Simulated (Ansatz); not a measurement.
**Be₃− (doublet): energies up the ladder**

Aim: energies up the ladder, for Be₃− (doublet), with the cost of each level. Charge -1. Spin multiplicity 2.

Computed with Ansatz 0.2.0 (the levels named in each step, unless a step's input says otherwise).

**1. The starting structure**

Bond lengths: Be1–Be2 2.093 Å, Be1–Be3 2.093 Å, Be2–Be3 2.093 Å. Angles: Be1–Be2–Be3 60.0°, Be2–Be1–Be3 60.0°, Be1–Be3–Be2 60.0°.

Structure file:

```xyz
3

Be   -0.6911   -0.7578   -0.6386
Be   -0.5127    0.8383    0.7029
Be    1.2038   -0.0805   -0.0643
```

**2. A rough first relaxation, PBE-D4/def2-SVPD**

input.yaml reads:

```yaml
crystal:
  periodic: [false, false, false]
  atoms:
    - { symbol: Be, position_ang: [-0.69107, -0.75783, -0.63862] }
    - { symbol: Be, position_ang: [-0.51269, 0.83832, 0.70291] }
    - { symbol: Be, position_ang: [1.20379, -0.08049, -0.06428] }
magnetization:
  spin_polarized: true
  initial_magnetization: 1
total_charge: -1
basis:
  gaussian: { orbitals: def2-SVPD }
hamiltonian:
  xc: pbe
  dispersion: d4
relax:
  f_tol: 0.03
  max_steps: 200
```

Launch:

```console
> ansatz run input.yaml --threads 2 --pin off --max-ram 5120MiB --backend cpu --events-out ev --progress --plain --runs-dir out
```

The runs that follow: Relaxation, PBE0-D4/def2-TZVPPD; Frequencies, PBE0-D4/def2-TZVPPD; Single point, PBE-D4/def2-TZVPPD; Single point, r2SCAN-D4/def2-TZVPPD; Single point, B3LYP-D4/def2-TZVPPD; Single point, wB97M-V/def2-TZVPPD; Single point, B2PLYP/def2-TZVPPD; Single point, LDA/def2-TZVPPD; Single point, PBE0-D4/def2-SVPD; Single point, PBE-D4/def2-SVPD; Single point, CCSD(T)/def2-TZVPPD; Single point, CCSD(T)/def2-QZVPPD.

**Question.** What will these runs give? Wanted: Be1–Be2 at PBE0-D4/def2-TZVPPD; Be1–Be3 at PBE0-D4/def2-TZVPPD; Be2–Be3 at PBE0-D4/def2-TZVPPD; frequencies at PBE0-D4/def2-TZVPPD; energy at CCSD(T)/CBS.

**Answer**, as computed:

| quantity | value |
| --- | --- |
| Be1–Be2 at PBE0-D4/def2-TZVPPD | 2.117 Å |
| Be1–Be3 at PBE0-D4/def2-TZVPPD | 2.085 Å |
| Be2–Be3 at PBE0-D4/def2-TZVPPD | 2.085 Å |
| frequencies at PBE0-D4/def2-TZVPPD | 482 to 612 cm⁻¹ |
| energy at CCSD(T)/CBS | -1199.238 eV |

What this shows: No mode is imaginary, so the geometry is a minimum. These totals serve in differences with atoms or fragments at the same level; alone they don't rank the methods. A T1 diagnostic of 0.117 (charge -1) lies over the usual mark for one of the runs, a hint of some multireference character there. <S²> exceeds the pure value by up to 1.53: some mean fields break spin symmetry, which blurs their results.
